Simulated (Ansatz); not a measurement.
From input file to script: TaN, space group P-62m in Ansatz 0.2.0.

```yaml
crystal:
  lattice:
    - [5.196, 0.0, 0.0]
    - [-2.598, 4.499868, 0.0]
    - [0.0, 0.0, 2.911]
  atoms:
    - { symbol: Ta, position: [0.3333333333333, 0.6666666666667, 0.5] }
    - { symbol: Ta, position: [0.6666666666667, 0.3333333333333, 0.5] }
    - { symbol: Ta, position: [0.0, 0.0, 0.0] }
    - { symbol: "N", position: [0.39285, 0.0, 0.0] }
    - { symbol: "N", position: [0.60715, 0.60715, 0.0] }
    - { symbol: "N", position: [-1.123376947696e-17, 0.39285, 0.0] }
basis:
  ecutwfc: 421.7764868128
kpoints:
  mp_grid: { kspacing: 0.32 }
  band_path:
    path:
      - [0.0, 0.0, 0.0]
      - [0.5, 0.0, 0.0]
      - [0.33333, 0.33333, 0.0]
      - [0.0, 0.0, 0.0]
      - [0.0, 0.0, 0.5]
    npoints: 6
hamiltonian:
  xc: lda
scf:
  n_extra_bands: 8
  occupations: { method: cold, width: 0.15 }
```

On the command line:
```console
$ ansatz run input.yaml --threads 1 --pin off --max-ram 3072MiB --backend cpu --events-out ev --progress --plain --runs-dir out
scf.n_extra_bands = 8 over 27 filled bands (N_el = 54.0): the run solves 35 bands
Engine: ansatz 0.2.0, x86_64-unknown-linux-gnu
Pseudopotentials: kind: paw
Pseudopotential: Ta, paw, valence charge 13, recommended cutoff 420 eV (normal), Ta.paw.azcp
Pseudopotential: N, paw, valence charge 5, recommended cutoff 420 eV (normal), N.paw.azcp
Functional definition: SPW92
  exchange = slater_x
  correlation = pw_c
Crystal: 6 atoms, lattice volume = 68.063 Å³
Basis set: ecut = 421.7764868128 eV, 1287 PW (Γ)
Bands: 35, of which v1, the nominal top of the filled ones, is band 27 counted from 1 (26 counted from 0)
Symmetry: 12 space group operations
Space group: P-62m (ITA 189), of the structure as read, at distance tolerance 4.1e-5 Å
k-points: 20 of 175 (time reversal used)
Non-local potential: Ta, projectors of the file, l = 0: 3, l = 1: 2, l = 2: 2, l = 3: 1
Non-local potential: N, projectors of the file, l = 0: 2, l = 1: 2, l = 2: 1
PAW form: soft (Blöchl's): semilocal exchange-correlation on the pseudo side does not see the compensation charge
PAW frozen core: Ta, regenerated for the run's functional, and the local potential with it (the file was generated under x = pbe(κ = 0.804, μ = 0.2195149727645171), c = pbe(β = 0.06672455060314922))
PAW frozen core: N, regenerated for the run's functional, and the local potential with it (the file was generated under x = pbe(κ = 0.804, μ = 0.2195149727645171), c = pbe(β = 0.06672455060314922))
PAW one-centre angular grid: Ta, 590 points (default); XC on 64 Gauss nodes
PAW one-centre angular grid: N, 110 points (default); XC on 64 Gauss nodes
Initial density: superposition of atomic densities (neutral atoms: chi_scale 0, normalization atom), corrected by the library's trained network
Initial wavefunctions: pseudopotential atomic-orbital guess
Functional: x = slater, c = lda
SCF iter   1: F=—  HF=-30177.800270 eV  |F-HF|=—  |Δ(HF+E_count)|=         —  Δρ=1.04e-2  dr2=6.87e-2  ethr=1.77e-3  ⟨swp⟩=5.1  Hψ=2848  notcnv=0
preconditioner: auto → Resta (q_TF=auto, 2.625 Å⁻¹)  ε∞=7.3  [insulator: Δε(μ)=0.439 eV  Ē_g=9.813 eV  σ=0.150 eV  W_gap=0.92  n_scr=26 (ndim 8)  ℏωp=24.7 eV  f_vac=0.000  D(μ)=0.49/eV (n_scr^D=0)  ε∞_Penn≈7.3]
SCF iter   2: F=—  HF=-30177.787002 eV  |F-HF|=—  |Δ(HF+E_count)|=   1.33e-2  S|Δr|=    0.00e0  Δρ=4.84e-3  dr2=8.61e-3  ethr=1.27e-4  ⟨swp⟩=1.9  Hψ=990  notcnv=0
SCF iter   3: F=—  HF=-30177.785258 eV  |F-HF|=—  |Δ(HF+E_count)|=   1.74e-3  S|Δr|=    0.00e0  Δρ=2.11e-3  dr2=2.32e-3  ethr=1.60e-5  ⟨swp⟩=2.1  Hψ=892  notcnv=0
SCF iter   4: F=—  HF=-30177.784735 eV  |F-HF|=—  |Δ(HF+E_count)|=   5.23e-4  S|Δr|=    0.00e0  Δρ=3.39e-4  dr2=4.82e-5  ethr=4.30e-6  ⟨swp⟩=2.0  Hψ=928  notcnv=0
SCF iter   5: F=—  HF=-30177.784734 eV  |F-HF|=—  |Δ(HF+E_count)|=   1.04e-6  S|Δr|=    0.00e0  Δρ=9.26e-5  dr2=1.10e-5  ethr=8.92e-8  ⟨swp⟩=2.0  Hψ=947  notcnv=0
SCF iter   6: F=—  HF=-30177.784732 eV  |F-HF|=—  |Δ(HF+E_count)|=   1.88e-6  S|Δr|=    0.00e0  Δρ=2.48e-5  dr2=1.96e-7  ethr=2.04e-8  ⟨swp⟩=2.0  Hψ=862  notcnv=0
SCF iter   7: F=-30177.784732 eV  HF=-30177.784732 eV  |F-HF|=2.22e-9  |Δ(HF+E_count)|=   1.16e-8  S|Δr|=    0.00e0  Δρ=3.05e-6  dr2=5.51e-9  ethr=1.85e-10  ⟨swp⟩=7.5  Hψ=1983  notcnv=0
SCF 1 converged in 7 iterations: F = -30177.784732 eV  dr2 = 5.51e-9
  greatest PAW one-centre occupation: 1.000 electrons in one spin orbital (limit 2), on the Ta atom at site 1 (counted from 0), in its partial waves of l = 0
NSCF: frozen V_eff on 25 k-points
SCF converged after 7 iterations
Stability not checked: this state was not tested for a lower state beside it, because cold or Methfessel-Paxton smearing, or corrected tetrahedra, fill the levels in a way that the test cannot read (fill_not_monotonic; see scf.lower_state_search)
Free energy (F): -30177.784732 eV
Harris-Foulkes:  -30177.784732 eV  (|F-HF|=2.22e-9)
Internal energy: -30177.784989 eV  (E = F + TS)
E sigma→0 (E₀):  -30177.784818 eV
Entropy (-TS):   0.000257 eV (0.043 meV/atom)
Fermi energy:    19.343861 eV
--- Per-component energies (eV) ---
  E_band       = -234.912653
  E_kinetic    = 1496.624824
  E_local      = -2051.089051  (includes V_loc(G=0)·N_el)
  E_nonlocal   = 201.313954
  E_hartree    = 689.319539
  E_xc         = -831.835398
  E_vxc        = -843.966189  (∫ρ·V_xc dr)
  E_paw        = -24802.230920  (= ΣΔE_a)
  E_vpaw       = -416.435847  (= ΣTr[D̂ρ^β])
  E_aug_tail   = 0.000828  (compensation charges beyond the density's cutoff)
  E_ewald      = -4880.905605
  E_core_change = 1.016840  (= ΣΔE_core)
  E_smearing   = 0.000257  (= −TS)
  E_closure    = -0.000000  (closes the sum)
  Σ components = -30177.784732   (vs F -30177.784732, Δ=0.00e0)
--- Band table (eV; the first three rows and the last of 20) ---
  k-point 0: bands = ["-49.9560", "-49.9106", "-49.3232", "-16.7768", "-16.7768", "-16.4242", "-16.4242", "-16.2485", "-16.1392", "-15.9905", "-15.9905", "-15.3522", "1.2250", "3.9967", "3.9967", "9.9880", "12.8291", "12.8291", "12.8938", "13.6027", "13.6027", "14.3422", "14.3422", "15.1378", "16.0412", "17.4383", "18.4298", "18.4298", "19.8931", "19.8931", "21.1579", "21.2538", "21.2538", "21.9647", "22.4816"]
  k-point 1: bands = ["-49.9474", "-49.9024", "-49.3159", "-16.7492", "-16.7492", "-16.4191", "-16.3945", "-16.3945", "-16.2919", "-15.9888", "-15.9888", "-15.4833", "1.6061", "3.8884", "3.8884", "10.6545", "12.4576", "12.4576", "13.1473", "13.5031", "13.5031", "14.1973", "14.2098", "14.2098", "16.7914", "17.7943", "17.7943", "18.3272", "20.6924", "20.6924", "21.2703", "21.2703", "21.4867", "22.3228", "22.6812"]
  k-point 2: bands = ["-49.9282", "-49.8839", "-49.2994", "-16.7852", "-16.6864", "-16.6864", "-16.6221", "-16.3224", "-16.3224", "-15.9897", "-15.9897", "-15.7686", "2.5337", "3.6302", "3.6302", "11.8226", "11.8226", "11.9391", "12.2825", "12.9517", "12.9517", "14.2655", "14.2655", "14.3990", "17.2278", "17.2278", "18.7788", "20.3519", "20.7902", "20.7902", "21.5606", "21.5606", "22.3965", "22.9278", "22.9278"]
  k-point 19: bands = ["-49.8954", "-49.8864", "-49.2861", "-17.0111", "-16.9588", "-16.6904", "-16.5061", "-16.3932", "-16.2087", "-15.9935", "-15.9792", "-15.9658", "3.0926", "3.6134", "3.7528", "10.9918", "11.3266", "11.9817", "11.9912", "12.3782", "12.9971", "13.2081", "14.9863", "15.2755", "16.5612", "17.5964", "17.6102", "20.8843", "21.1446", "21.9808", "22.3058", "22.5181", "23.0033", "23.2118", "23.3900"]
```

The script, `bands.py`:
```python
# -*- coding: utf-8 -*-
"""Bands of TaN along a path through the zone."""

import warnings

import ansatz
from ase import Atoms
import matplotlib.pyplot as plt
import numpy as np

warnings.simplefilter("ignore", ansatz.DeckWarning)

atoms = Atoms(
    ["Ta", "Ta", "Ta", "N", "N", "N"],
    scaled_positions=[
        (1 / 3, 2 / 3, 0.5),
        (2 / 3, 1 / 3, 0.5),
        (0.0, 0.0, 0.0),
        (0.39285, 0.0, 0.0),
        (0.60715, 0.60715, 0.0),
        (0.0, 0.39285, 0.0),
    ],
    cell=[
        (5.196, 0.0, 0.0),
        (-2.598, 4.499868, 0.0),
        (0.0, 0.0, 2.911),
    ],
    pbc=True,
)
tan = ansatz.Crystal.from_ase(atoms)

# high-symmetry points in fractions of the reciprocal vectors
path = [
    ("G", (0.0, 0.0, 0.0)),
    ("M", (0.5, 0.0, 0.0)),
    ("K", (0.33333, 0.33333, 0.0)),
    ("G", (0.0, 0.0, 0.0)),
    ("A", (0.0, 0.0, 0.5)),
]
model = (
    tan.calculation()
    .basis(31 * ansatz.Ry)
    .functional(ansatz.Functional.LDA)
    .kpoints(spacing=0.32)
    .occupations(ansatz.OccupationsMethod.COLD, width=0.15)
    .band_structure([point for _, point in path], intervals=6)
    .scf(extra_bands=8)
)
with warnings.catch_warnings(record=True) as caught:
    warnings.simplefilter("always")
    result = model.run(threads=1)
print("warnings raised:", sorted(w.category.__name__ for w in caught) or "none")
report = result.report

energy = report["free_energy_ev"]
print("F of the TaN cell: {:.6f} eV = {:.6f} Ry = {:.6f} Ha".format(energy, energy / 13.605693, energy / 27.211386))
print("Fermi level {:.4f} eV, {} k-points, {} symmetry operations".format(report["fermi_energy_ev"], report["n_kpoints"], report["n_symmetry_ops"]))

bands = result.band_structure()
fermi = bands.fermi_energy_ev
print(f"zero of the bands: {fermi:.3f} eV, the Fermi level found on the SCF mesh")
reciprocal = 2 * np.pi * np.linalg.inv(result.lattice.cell_ang).T
steps = np.linalg.norm(np.diff(bands.kpoints_frac @ reciprocal, axis=0), axis=1)
distance = np.concatenate([[0], np.cumsum(steps)])
fig, ax = plt.subplots(figsize=(5, 4))
for channel, colour in zip(bands.channels, ("C0", "C3")):
    ax.plot(distance, channel.eigenvalues_ev - fermi, colour, lw=1)
ax.set_xticks(distance[::6], [label for label, _ in path])
ax.set(ylim=(-8, 8), ylabel="E - E_F (eV)", xlim=(0, distance[-1]))
ax.grid(axis="x")
fig.savefig("bands.png", dpi=100)
first = bands.channels[0].eigenvalues_ev - fermi
near = np.argsort(np.abs(first.mean(axis=0)))[:4]
for band in sorted(near):
    print(f"band {band + 1}: {first[:, band].min():.3f} to {first[:, band].max():.3f} eV")
```

`python bands.py` gives:
```text
warnings raised: none
F of the TaN cell: -30177.784732 eV = -2218.026287 Ry = -1109.013144 Ha
Fermi level 19.3439 eV, 20 k-points, 12 symmetry operations
zero of the bands: 19.344 eV, the Fermi level found on the SCF mesh
band 27: -2.623 to 1.888 eV
band 28: -1.249 to 1.888 eV
band 29: 0.549 to 2.007 eV
band 30: 0.549 to 2.193 eV
```

Total energies depend on the potentials; only differences at equal settings carry meaning. A total without «per atom» is that of the cell as typed. The run is spin-unpolarised. The computed bands are complete only to about 3.1 eV above the Fermi level. For a metal this k-point mesh is coarse: on a finer one energies can move by several to tens of meV an atom and pressures by half a GPa or more, differences at one mesh by less. An absolute Fermi energy rests on an arbitrary zero of the periodic potential and has no direct meaning. The structure is a deposited one; some such entries were measured under pressure or heat, so a shift against it needn't be the functional's error alone. Levels are Kohn-Sham eigenvalues on this mesh, without spin-orbit coupling. Timing: 6.4 s on 1 thread of Intel(R) Xeon(R) Processor @ 2.30GHz, on a shared host, peak memory 0.53 GiB.

(Lines on the test bed's own set-up are left out of the output.)
